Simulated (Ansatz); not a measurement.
# HfMnN2: the cost of one run

Program: Ansatz 0.2.0. Level of theory: DFT PBE, scalar-relativistic, plane waves, PAW. These are calculated values, not measurements.

## 1. The structure to begin with

The structure is orthorhombic, space group Cmmm (No. 65). Conventional cell: a = 5.478 Å, b = 5.486 Å, c = 4.042 Å, α = 90.00°, β = 90.00°, γ = 90.00°. Hf (site symmetry mmm) is surrounded by 2 N at 1.42 Å. Mn (site symmetry mmm) has 2 N at 1.32 Å in its first shell of neighbours. N (site symmetry 2mm) has 1 Mn at 1.32 Å and 1 Hf at 1.42 Å in its first shell of neighbours.

Structure file:

```cif
data_structure
_symmetry_space_group_name_H-M 'P 1'
_symmetry_Int_Tables_number 1
_cell_length_a 3.8763
_cell_length_b 3.8763
_cell_length_c 4.0420
_cell_angle_alpha 90.000
_cell_angle_beta 90.000
_cell_angle_gamma 90.085
_cell_volume 60.74
loop_
_atom_site_label
_atom_site_type_symbol
_atom_site_fract_x
_atom_site_fract_y
_atom_site_fract_z
_atom_site_occupancy
Hf1 Hf 0.50000 0.50000 0.00000 1
Mn1 Mn 0.00000 0.00000 0.00000 1
N1 N 0.24054 0.24054 0.00000 1
N2 N 0.75946 0.75946 0.00000 1
```

The cell is invented: random cell by space group and Wyckoff sites (Cmmm, No. 65). The dimensions are guesses.

## 2. A first look at the guess

input.yaml

```yaml
crystal:
  lattice:
    - [2.73895406, -2.74301858, 0.0]
    - [2.73895406, 2.74301858, 0.0]
    - [0.0, 0.0, 4.04202121]
  atoms:
    - { symbol: Hf, position: [0.5, 0.5, 0.0] }
    - { symbol: Mn, position: [0.0, 0.0, 0.0], spin: 4.0 }
    - { symbol: "N", position: [0.24053785, 0.24053785, 0.0] }
    - { symbol: "N", position: [0.75946215, 0.75946215, 0.0] }
basis:
  ecutwfc: 420
kpoints:
  mp_grid: { grid: [4, 4, 4] }
hamiltonian:
  xc: pbe
scf:
  occupations: { method: gaussian, width: 0.1 }
  lower_state_search: "off"
output:
  forces: true
  stress: true
  eigenvalues: true
  populations: true
magnetization:
  spin_polarized: true
```

The run is started by

```console
> ansatz run input.yaml --threads 1 --pin off --max-ram 2560MiB --backend cpu --events-out ev --progress --plain --runs-dir out
```

**Question.** How long does this run take on 1 thread of Intel Xeon Platinum 8259CL at 2.50GHz (Skylake/Cascade Lake), shared host, and how much memory does it need?

About 11 s, with a peak of 0.44 GiB.
